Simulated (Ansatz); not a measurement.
# 2x3x3 LiCl rock-salt block (Li9Cl9): the relaxed shape and its frontier levels

What does 2x3x3 LiCl rock-salt block (Li9Cl9) look like as a singlet, and where do its frontier electrons sit?

Method: RKS PBE0-D4/def2-TZVP; program: Ansatz 0.2.0, Gaussian basis.

The runs, in order: relaxation at PBE-D4/def2-SVP; a single point at PBE0-D4/def2-TZVP.

### 1 The system as given

18 atoms, charge 0, spin multiplicity 1.

Atoms are counted from 1 here; the program's logs count them from 0.

Bond lengths: Li1–Cl2 2.221 Å, Li1–Cl4 2.221 Å, Li1–Cl10 2.223 Å, Cl2–Li3 2.225 Å, Cl2–Li5 2.437 Å, Cl2–Li11 2.513 Å, Li3–Cl6 2.223 Å, Li3–Cl12 2.224 Å, Cl4–Li5 2.437 Å, Cl4–Li7 2.226 Å, Cl4–Li13 2.513 Å, Li5–Cl6 2.437 Å, Li5–Cl8 2.437 Å, Li5–Cl14 2.400 Å, Cl6–Li9 2.223 Å, Cl6–Li15 2.513 Å, Li7–Cl8 2.223 Å, Li7–Cl16 2.224 Å and more. Angles: Cl2–Li1–Cl4 101.6°, Cl2–Li1–Cl10 103.0°, Cl4–Li1–Cl10 103.0°, Li1–Cl2–Li3 155.6°, Li1–Cl2–Li5 82.9°, Li1–Cl2–Li11 79.6°, Li3–Cl2–Li5 82.9°, Li3–Cl2–Li11 79.5°, Li5–Cl2–Li11 85.1°, Cl2–Li3–Cl6 101.5°, Cl2–Li3–Cl12 102.9°, Cl6–Li3–Cl12 102.9°, Li1–Cl4–Li5 82.9°, Li1–Cl4–Li7 155.6°, Li1–Cl4–Li13 79.6°, Li5–Cl4–Li7 82.9°, Li5–Cl4–Li13 85.1°, Li7–Cl4–Li13 79.5° and more.

The start is a GFN2-xTB geometry.

### 2 Optimising with PBE-D4/def2-SVP

The input, in.yaml:

```yaml
crystal:
  periodic: [false, false, false]
  atoms:
    - {symbol: Li, position_ang: [-0.975670, -2.170350, -2.173770]}
    - {symbol: Cl, position_ang: [-1.366900, -2.435410, -0.003260]}
    - {symbol: Li, position_ang: [-0.977500, -2.174140, 2.172080]}
    - {symbol: Cl, position_ang: [-1.363960, 0.000760, -2.436380]}
    - {symbol: Li, position_ang: [-1.287950, 0.000380, -0.000210]}
    - {symbol: Cl, position_ang: [-1.365940, -0.001210, 2.435700]}
    - {symbol: Li, position_ang: [-0.973400, 2.176020, -2.172750]}
    - {symbol: Cl, position_ang: [-1.364670, 2.436270, 0.000430]}
    - {symbol: Li, position_ang: [-0.975930, 2.171800, 2.172590]}
    - {symbol: Cl, position_ang: [1.239500, -2.299470, -2.301010]}
    - {symbol: Li, position_ang: [1.143100, -2.303620, -0.000170]}
    - {symbol: Cl, position_ang: [1.239100, -2.302830, 2.300350]}
    - {symbol: Li, position_ang: [1.145580, 0.001270, -2.301980]}
    - {symbol: Cl, position_ang: [1.111920, -0.000910, -0.000370]}
    - {symbol: Li, position_ang: [1.143170, -0.001990, 2.304320]}
    - {symbol: Cl, position_ang: [1.243060, 2.301210, -2.298760]}
    - {symbol: Li, position_ang: [1.146140, 2.302190, 0.000820]}
    - {symbol: Cl, position_ang: [1.240330, 2.300020, 2.302360]}
basis:
  gaussian: {orbitals: def2-SVP}
hamiltonian: {xc: pbe, dispersion: d4}
scf: {lower_state_search: "off"}
output: {orbitals: {seedname: orbitals}}
relax: {f_tol: 0.03, max_steps: 70}
```

The run is started by

```console
$ ansatz run in.yaml --threads 4 --pin off --events-out ev --progress --plain --max-ram 9574MiB
```

After this run come: Single point, PBE0-D4/def2-TZVP.

Before running them: what should the planned runs give, taken together? Wanted: point group; commonest bond; HOMO, LUMO at PBE0-D4/def2-TZVP; dipole at PBE-D4/def2-SVP.

As calculated:

| quantity | value |
| --- | --- |
| point group | C4v |
| commonest bond | Cl–Li, 33 of mean length 2.400 Å |
| HOMO, LUMO at PBE0-D4/def2-TZVP | -8.41, -0.66 eV |
| dipole at PBE-D4/def2-SVP | 3.90 D |

What this shows: The molecule keeps its bonding pattern by the stored test; the atoms moved 0.12 Å (rms). No usable vibrations, so a minimum isn't proven. The HOMO lies nearest to Cl12, Cl16 about 34 % each; Cl14 19 % and the LUMO to 4 Li atoms about 11 % each. Whether this spin is the lowest isn't tested here.
